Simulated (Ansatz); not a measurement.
Te2Mo, space group P2_1/m, a single point from a YAML input

With the Ansatz DFT code, driven from Python.

The script reads `input.yaml`:
```yaml
crystal:
  lattice:
    - [6.361609, 0.0, 0.0]
    - [0.0, 3.480403, 0.0]
    - [-0.085741, 0.0, 36.17589]
  atoms:
    - { symbol: Te, position: [0.079152, 0.75, 0.443473] }
    - { symbol: Te, position: [0.920848, 0.25, 0.556527] }
    - { symbol: Te, position: [0.570749, 0.25, 0.459296] }
    - { symbol: Te, position: [0.429251, 0.75, 0.540704] }
    - { symbol: Mo, position: [0.818652, 0.75, 0.502535] }
    - { symbol: Mo, position: [0.181348, 0.25, 0.497465] }
kpoints:
  mp_grid: { kspacing: 0.3 }
hamiltonian:
  xc: pbesol
scf:
  occupations: { method: cold, width: 0.05 }
basis:
  ecutwfc: 470
output:
  stress: true
  eigenvalues: true
```

At the Python prompt:
```pycon
>>> import warnings
>>> import ansatz as az
>>> import numpy as np
>>> warnings.simplefilter('ignore', az.DeckWarning)
>>> planned = az.Session.from_deck('input.yaml').plan(threads=1, pin='off')
>>> done = planned.execute()
>>> rep = done.report
>>> done.lattice.cell_ang
array([[ 6.361609,  0.      ,  0.      ],
       [ 0.      ,  3.480403,  0.      ],
       [-0.085741,  0.      , 36.17589 ]])
>>> rep['n_kpoints'], rep['n_symmetry_ops'], rep['n_pw']
(12, 4, 18541)
>>> rep['converged'], rep['free_energy_ev']
(True, -37402.41414092231)
>>> energy = rep['free_energy_ev']
>>> print('Te2Mo: {:.6f} eV = {:.6f} Ry = {:.6f} Ha'.format(energy, energy / 13.605693, energy / 27.211386))
Te2Mo: -37402.414141 eV = -2749.026760 Ry = -1374.513380 Ha
>>> print('Fermi level {:.4f} eV, {} k-points, {} symmetry operations'.format(rep['fermi_energy_ev'], rep['n_kpoints'], rep['n_symmetry_ops']))
Fermi level -1.4745 eV, 12 k-points, 4 symmetry operations
>>> edges = rep.get('band_edges_ev')
>>> if edges:
...     print(f'band edges on the mesh: {edges[0]:.3f} and {edges[1]:.3f} eV, gap {edges[1] - edges[0]:.3f} eV')
... else:
...     print('no band edges reported (a metal, or a gap too narrow for this smearing); Fermi level', round(rep['fermi_energy_ev'], 3), 'eV')
...
no band edges reported (a metal, or a gap too narrow for this smearing); Fermi level -1.474 eV
>>> fermi = rep['fermi_energy_ev']
>>> print('levels less the Fermi level (eV) at the first k-points (first spin channel where there are two)')
levels less the Fermi level (eV) at the first k-points (first spin channel where there are two)
>>> for k, levels in list(zip(rep['kpoints_frac'], rep['eigenvalues_ev']))[:6]:
...     print('k = ({:.3f}, {:.3f}, {:.3f})'.format(*k))
...     print('   ', ' '.join(f'{e - fermi:.3f}' for e in levels))
...
k = (0.000, 0.000, 0.000)
    -60.916 -60.859 -36.810 -36.802 -36.792 -36.791 -36.761 -36.754 -36.742 -36.728 -36.718 -36.715 -36.647 -36.644 -36.632 -36.630 -36.582 -36.571 -36.535 -36.527 -36.518 -36.513 -35.172 -35.104 -35.065 -34.947 -34.896 -34.749 -12.793 -11.837 -11.027 -10.812 -5.580 -4.921 -4.610 -3.888 -2.679 -2.429 -2.310 -1.921 -1.645 -1.267 -0.924 -0.573 -0.282 0.183 [...]
k = (0.000, 0.143, 0.000)
    -60.912 -60.860 -36.806 -36.798 -36.793 -36.792 -36.763 -36.756 -36.741 -36.728 -36.718 -36.715 -36.643 -36.640 -36.634 -36.632 -36.583 -36.573 -36.534 -36.527 -36.517 -36.513 -35.170 -35.129 -35.053 -34.966 -34.885 -34.752 -12.568 -11.696 -10.926 -10.671 -5.352 -4.689 -4.518 -3.803 -2.874 -2.836 -2.449 -2.302 -1.696 -1.369 -1.095 -0.851 -0.315 -0.295 [...]
[... 4 lines left out ...]
k = (0.250, 0.000, 0.000)
    -60.916 -60.859 -36.810 -36.802 -36.792 -36.791 -36.761 -36.754 -36.742 -36.728 -36.718 -36.715 -36.647 -36.644 -36.632 -36.630 -36.582 -36.571 -36.535 -36.527 -36.518 -36.513 -35.162 -35.104 -35.065 -34.948 -34.897 -34.757 -12.605 -11.768 -11.376 -10.905 -5.334 -4.664 -4.267 -3.767 -3.005 -2.365 -2.177 -2.057 -1.888 -1.127 -1.022 -0.688 -0.414 -0.211 [...]
k = (0.250, 0.143, 0.000)
    -60.912 -60.860 -36.806 -36.798 -36.793 -36.792 -36.763 -36.756 -36.741 -36.728 -36.718 -36.715 -36.643 -36.640 -36.634 -36.631 -36.583 -36.573 -36.535 -36.527 -36.517 -36.513 -35.164 -35.129 -35.053 -34.966 -34.885 -34.757 -12.388 -11.626 -11.239 -10.777 -5.081 -4.479 -4.228 -3.635 -3.252 -2.832 -2.461 -2.094 -2.001 -1.483 -1.149 -0.899 -0.651 -0.414 [...]
>>> stress = np.array(rep['stress_gpa'])
>>> print(f'pressure {np.trace(stress) / 3:.3f} GPa')
pressure -0.547 GPa
>>> print('stress tensor, GPa, positive in compression')
stress tensor, GPa, positive in compression
>>> np.round(stress, 3) + 0.0
array([[-0.631,  0.   ,  0.011],
       [ 0.   , -0.699,  0.   ],
       [ 0.011,  0.   , -0.31 ]])
>>> used = rep['setup']
>>> print('cutoffs (eV):', used['ecut_ev'], used['ecutrho_ev'], ' FFT grid:', used['fft_dense'])
cutoffs (eV): 470.0 1880.0  FFT grid: [45, 25, 256]
>>> print('cell volume {:.3f} A^3, {} symmetry operations'.format(used['cell_volume_ang3'], used['n_sym_ops']))
cell volume 800.969 A^3, 4 symmetry operations
```

Total energies depend on the potentials; only differences at equal settings carry meaning. A total without «per atom» is that of the cell as typed. The cell holds layers, chains or clusters in vacuum, no bulk phase; its stress is averaged over the vacuum too and scales with the cell's height. The computed bands are complete only to about 4.3 eV above the Fermi level. The zero of the levels is a convention of the potentials, so an absolute Fermi energy is no work function. This cell is a computed structure, which may not be the phase found in nature. Gaps and levels are Kohn-Sham values on a finite set of k-points, without spin-orbit coupling. The whole script took 36 s on 1 thread of Arm Neoverse V1, on a shared host, peak memory 1.1 GiB.
